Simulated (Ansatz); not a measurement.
# GaBPH (triplet): from Hartree-Fock to the top rungs, cc-pVDZ

One table from this session's results is given with a row withheld; the runs are named, their logs left out.

The runs use Ansatz 0.2.0, Gaussian basis; cc-pVDZ, core rule «outside noble gas», up to 20 orbitals frozen.

The runs, in order: UHF; CCSD(T) on ROHF; CCSD(T) on UHF; BCCD(T) on ROHF; CISD; CCSDT(Q) on ROHF; CCSDT(Q) on UHF.

20 further runs of the same task are left out: 1 for a known fault of the program, 7 that didn't finish, 12 set aside as unsound or not needed.

### The system

The geometry is a PBE0/def2-TZVP stationary point (not a proven minimum) of the parent state, kept for this charge and spin. No spin-orbit coupling is included. The filled d shell of Ga may be among the frozen orbitals whatever the setting's name suggests; the logs give the count.

4 atoms, charge 0, spin multiplicity 3.

Atoms are counted from 1 here; the program's logs count them from 0.

Bond lengths: B1–P2 1.898 Å, P2–Ga3 2.466 Å, P2–H4 1.435 Å. Angles: B1–P2–Ga3 103.3°, B1–P2–H4 81.7°, Ga3–P2–H4 88.9°.

Coordinates:

```xyz
4
charge 0, multiplicity 3
B     0.0112   -1.1691    2.2601
P     0.0681    0.5223    1.4019
Ga   -0.0124   -0.0561   -0.9943
H    -1.3572    0.3666    1.4585
```

The first run:

Input file in.yaml:

```yaml
crystal:
  periodic: [false, false, false]
  atoms:
    - {symbol: B, position_ang: [0.011242, -1.169118, 2.260089]}
    - {symbol: P, position_ang: [0.068131, 0.522335, 1.401922]}
    - {symbol: Ga, position_ang: [-0.012390, -0.056062, -0.994316]}
    - {symbol: H, position_ang: [-1.357190, 0.366569, 1.458493]}
basis:
  gaussian: {orbitals: cc-pVDZ}
magnetization: {spin_polarized: true, initial_magnetization: 2}
hamiltonian: {xc: hf}
output: {orbitals: {seedname: orbitals}}
```

Command:

```console
$ ansatz run in.yaml --threads 1 --pin off --events-out ev --progress --plain --max-ram 2393MiB
```

Among the steps run: UHF; CCSD(T) on ROHF; CCSD(T) on UHF; BCCD(T) on ROHF; CISD; CCSDT(Q) on ROHF; CCSDT(Q) on UHF.

One of the session's tables, all rows but one given; the rest of the session is left out.

```
   method  from UCCSDT(Q) (meV)
     ROHF               +6983.1
      UHF               +6915.0
     RMP2               +1450.4
     UMP2               +1429.9
    RCCSD                +366.1
    UCCSD                +365.0
 RCCSD(T)                 +79.0
 UCCSD(T)                 +78.7
  BCCD(T)                 +75.1
   RCCSDT                     ?
   UCCSDT                 +26.7
RCCSDT(Q)                  +3.0
UCCSDT(Q)                     0
```

Estimate the missing values for RCCSDT.

As computed: from UCCSDT(Q) (meV): +26.9. In the column «from UCCSDT(Q) (meV)» it lies between UCCSDT (+26.7) and BCCD(T) (+75.1).

Not comparable, so not listed: CISD (they don't share determinant, frozen orbitals or solution with the rows shown, or repeat one).

Caveats from the session: Restricted and unrestricted rows rest on different reference determinants; where their highest levels disagree by more than a few hundredths of an eV, they describe different states and don't form one ladder.
